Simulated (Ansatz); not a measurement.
# C2H2F (SMILES C=[C]F) at UB3LYP/STO-3G

Aim: the electronic atomisation energy of C2H2F at UB3LYP/STO-3G, from 4 runs. 

The results are computed with Ansatz 0.2.0.

54 further runs of the same task are left out: 3 that didn't finish, 51 set aside as unsound or not needed.

## Step 1: The system as given

C2H2F has 5 atoms, charge 0, and is taken as a doublet. As SMILES, `C=[C]F`. The shape is that of a PBE0-D4/def2-TZVP optimisation.

Bond lengths: C1–C2 1.309 Å, C2–F3 1.302 Å, C1–H4 1.087 Å, C1–H5 1.080 Å. Angles: C1–C2–F3 130.3°, C2–C1–H4 120.7°, C2–C1–H5 119.9°, H4–C1–H5 119.4°.

## Step 2: The energy at UB3LYP/STO-3G

File job.yaml:

```yaml
crystal:
  periodic: [false, false, false]
  atoms:
    - symbol: C
      position_ang: [0.488200, -0.200400, 0.008400]
    - symbol: C
      position_ang: [-0.592700, 0.393700, 0.447100]
    - symbol: F
      position_ang: [-1.725600, 0.629500, -0.148900]
    - symbol: H
      position_ang: [0.534700, -0.590400, -1.005400]
    - symbol: H
      position_ang: [1.345200, -0.306200, 0.657500]
basis:
  gaussian:
    orbitals: STO-3G
magnetization:
  spin_polarized: true
  initial_magnetization: 1
hamiltonian:
  xc: {name: B3LYP}
accuracy: high
```

The run is started by

```console
$ ansatz run job.yaml --threads 1 --pin off --max-ram 2610MiB --events-out events.jsonl --progress --plain --runs-dir runs
```

Log:

```text
Warning: RAYON_NUM_THREADS=1 ignored (pool sized by the plan → 1); use --threads N
Functional definition: B3LYP
  name "B3LYP"
  parameter a0 = 0.2
  parameter ax = 0.72
  parameter ac = 0.81
  exchange = (1 - a0 - ax)*slater_x + ax*b88_x + a0*exact_x
  correlation = (1 - ac)*vwn_rpa_c + ac*lyp_c
294 factors; integrals over basis functions are off by at most 4.1e-8 eV
mean field evaluation 1: about -4753.7251 eV, gradient 1.1e1 eV
mean field evaluation 2: about -4752.8825 eV, gradient 1.6e1 eV
mean field evaluation 4: about -4754.5784 eV, gradient 1.1e0 eV
mean field evaluation 8: about -4754.5471 eV, gradient 3.8e-2 eV
mean field evaluation 16: about -4754.5472 eV, gradient 8.2e-7 eV
mean field -4754.54716655 eV, -174.7263856230 hartree, gradient 9.7e-9 eV, S^2 0.759129; 0 other end points of the search recorded, 0 dependent functions left out
reference -4754.54718882 eV, -174.7263864414 hartree; 12, 11 occupied and 5, 6 virtual orbitals, 294 factors
Total energy: -4754.54718882 eV, -174.7263864414 hartree
```

Run time: 1.1 s. Hardware: 1 thread of Intel Xeon 6975P-C (Granite Rapids), shared host; peak memory 0.14 GiB.

## Step 3: The C atom

File job.yaml:

```yaml
crystal:
  periodic: [false, false, false]
  atoms:
    - {symbol: C, position_ang: [0.000000, 0.000000, 0.000000]}
basis:
  gaussian: {orbitals: STO-3G}
magnetization: {spin_polarized: true, initial_magnetization: 2}
hamiltonian: {xc: {name: B3LYP}}
accuracy: high
```

Run the same way, it converges to -37.35240 Eh (log not shown).

## Step 4: The F atom, same level

File molecule.yaml:

```yaml
crystal:
  periodic: [false, false, false]
  atoms:
    - {symbol: F, position_ang: [0.000000, 0.000000, 0.000000]}
basis:
  gaussian: {orbitals: STO-3G}
magnetization: {spin_polarized: true, initial_magnetization: 1}
hamiltonian: {xc: {name: B3LYP}}
accuracy: high
```

Run the same way, it converges to -98.26898 Eh (log not shown).

## Step 5: The H atom

molecule.yaml, as its differences from that of step 4:

```diff
@@ -3,3 +3,3 @@
   atoms:
-    - {symbol: F, position_ang: [0.000000, 0.000000, 0.000000]}
+    - {symbol: H, position_ang: [0.000000, 0.000000, 0.000000]}
 basis:
```

Run the same way, it converges to -0.46753 Eh (log not shown).

## Step 6: What came out

Level: UB3LYP/STO-3G.

| quantity | value |
| --- | --- |
| molecule: total energy | -174.72639 Eh |
| molecule: ⟨S²⟩ | 0.759 |
| C atom: total energy | -37.35240 Eh |
| C atom: ⟨S²⟩ | 2.000 |
| F atom: total energy | -98.26898 Eh |
| F atom: ⟨S²⟩ | 0.750 |
| H atom: total energy | -0.46753 Eh |
| H atom: ⟨S²⟩ | 0.750 |
| electronic atomisation energy | 22.247 eV |

**Reading.** Taking the molecule apart into free atoms costs 22.25 eV (513 kcal/mol), before zero-point energy and without spin-orbit coupling. In a minimal basis such a difference can be off by several eV, whatever the method.
